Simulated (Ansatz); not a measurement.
# Ta: the cost of one run

Computed with Ansatz 0.2.0 (DFT PBEsol, scalar-relativistic, unless a step's input says otherwise).

### Step 1. The structure to begin with

Symmetry: Fm-3m, No. 225, cubic system. The conventional cell has a = 4.220 Å, b = 4.220 Å, c = 4.220 Å, α = 90.00°, β = 90.00°, γ = 90.00°. Ta (site symmetry m-3m) is surrounded by 12 Ta at 2.98 Å.

As a file:

```cif
data_structure
_symmetry_space_group_name_H-M 'P 1'
_symmetry_Int_Tables_number 1
_cell_length_a 2.9840
_cell_length_b 2.9840
_cell_length_c 2.9840
_cell_angle_alpha 60.000
_cell_angle_beta 60.000
_cell_angle_gamma 60.000
_cell_volume 18.79
loop_
_atom_site_label
_atom_site_type_symbol
_atom_site_fract_x
_atom_site_fract_y
_atom_site_fract_z
_atom_site_occupancy
Ta1 Ta 0.00000 0.00000 0.00000 1
```

### Step 2. After the deformation

Space group Fm-3m before, I4/mmm after.

### Step 3. All-electron LAPW

input.yaml

```yaml
crystal:
  lattice:
    - [0.0, 2.11, 2.0678]
    - [2.11, 0.0, 2.0678]
    - [2.11, 2.11, 0.0]
  atoms:
    - { symbol: Ta, position: [0.0, 0.0, 0.0] }
kpoints:
  mp_grid: { grid: [17, 17, 17] }
  band_path:
    path:
      - [0.0, 0.0, 0.0]
      - [0.0, 0.5, 0.5]
      - [0.25, 0.75, 0.5]
      - [0.0, 0.5, 0.0]
      - [0.0, 0.0, 0.0]
      - [0.5, 0.5, 0.0]
      - [0.3801541025, 0.6198458975, 0.0]
      - [-0.3801541025, 0.3801541025, 0.0]
      - [0.0, 0.0, 0.0]
    npoints: 5
scf:
  occupations: { method: fermi_dirac, width: 0.05 }
hamiltonian:
  xc: pbesol
  pseudopotentials: { kind: all_electron, lapw: { basis_error: 0.001 } }
output:
  forces: true
  stress: true
  eigenvalues: true
```

Run with:

```
$ ansatz run input.yaml --threads 1 --pin off --max-ram 3072MiB --backend cpu --events-out ev --progress --plain --runs-dir out
```

What time and memory should one allow on 1 thread of Intel Xeon Platinum 8488C (Sapphire Rapids), shared host?

About 33 s, with a peak of 0.63 GiB.
